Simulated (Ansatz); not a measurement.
I need an atomisation energy of CH3AlS, SMILES [AlH2][CH]=S. Use the Ansatz DFT code, driven from Python. Level of theory (for the species named): B3LYP, cc-pVTZ basis, multiplicity 1, D4 dispersion.

```xyz
6

Al   -0.5625   -0.0031   -0.6959
C     0.7375   -0.0223    0.7181
S     0.3578   -0.5125    2.0035
H    -2.0252   -0.4490   -0.4219
H    -0.2172    0.5861   -2.1718
H     1.7517    0.3368    0.5217
```

The script, `run_tae.py`:
```python
'''Energy to split CH3AlS into its atoms.'''

from collections import Counter

import ansatz as az


def energy(molecule, charge=0, unpaired=0):
    calc = (
        molecule.calculation()
        .basis(gaussian='cc-pVTZ')
        .functional('b3lyp', dispersion='d4')
    )
    if charge:
        calc = calc.charge(charge)
    if unpaired:
        calc = calc.spin('collinear', total=unpaired)
    return calc.run(threads=1).report['free_energy_ev']

geometry_ang = [
    ('Al', [-0.5625, -0.0031, -0.6959]),
    ('C', [0.7375, -0.0223, 0.7181]),
    ('S', [0.3578, -0.5125, 2.0035]),
    ('H', [-2.0252, -0.449, -0.4219]),
    ('H', [-0.2172, 0.5861, -2.1718]),
    ('H', [1.7517, 0.3368, 0.5217]),
]
molecule = az.Crystal.molecule()
for symbol, xyz in geometry_ang:
    molecule = molecule.atom(symbol, xyz)

# unpaired electrons of the ground-state atoms
unpaired = {'Al': 1, 'C': 2, 'S': 2, 'H': 1}
counts = Counter(site.symbol for site in molecule.cartesian_sites)
atom_energy = {s: energy(az.Crystal.molecule().atom(s, (0, 0, 0)), 0, unpaired[s]) for s in counts}
whole = energy(molecule, 0, 0)
for s, e in atom_energy.items():
    print(f'{s:2s} x{counts[s]}  {e:14.5f} eV')
print(f'CH3AlS: {whole:.5f} eV')
split = sum(counts[s] * e for s, e in atom_energy.items()) - whole
print(f'atomisation energy (no zero-point term): {split:.3f} eV, {split / sum(counts.values()):.3f} eV an atom')
```

Running `python run_tae.py` prints:
```text
Al x1     -6595.75456 eV
C  x1     -1030.18427 eV
S  x1    -10833.90560 eV
H  x3       -13.66437 eV
CH3AlS: -18517.93907 eV
atomisation energy (no zero-point term): 17.102 eV, 2.850 eV an atom
```

17.102 eV from the electronic energies, without the zero-point term.

Notes:
- Total energies depend on the basis set; only differences at equal settings carry meaning.
- The geometry is a force-field or estimated start, not a minimum of this method, and the basis set is short of its limit. All parts are taken at fixed geometry, without zero-point energy.
- b3lyp holds the VWN-RPA fit, as in Gaussian; the form of ORCA and Turbomole is b3lyp5.
- For Al to Cl the sets with a tight d function, cc-pV(X+d)Z, are usual.
- The whole script took 4.6 s on 1 thread of Arm Neoverse V1, on a shared host, peak memory 0.3 GiB.
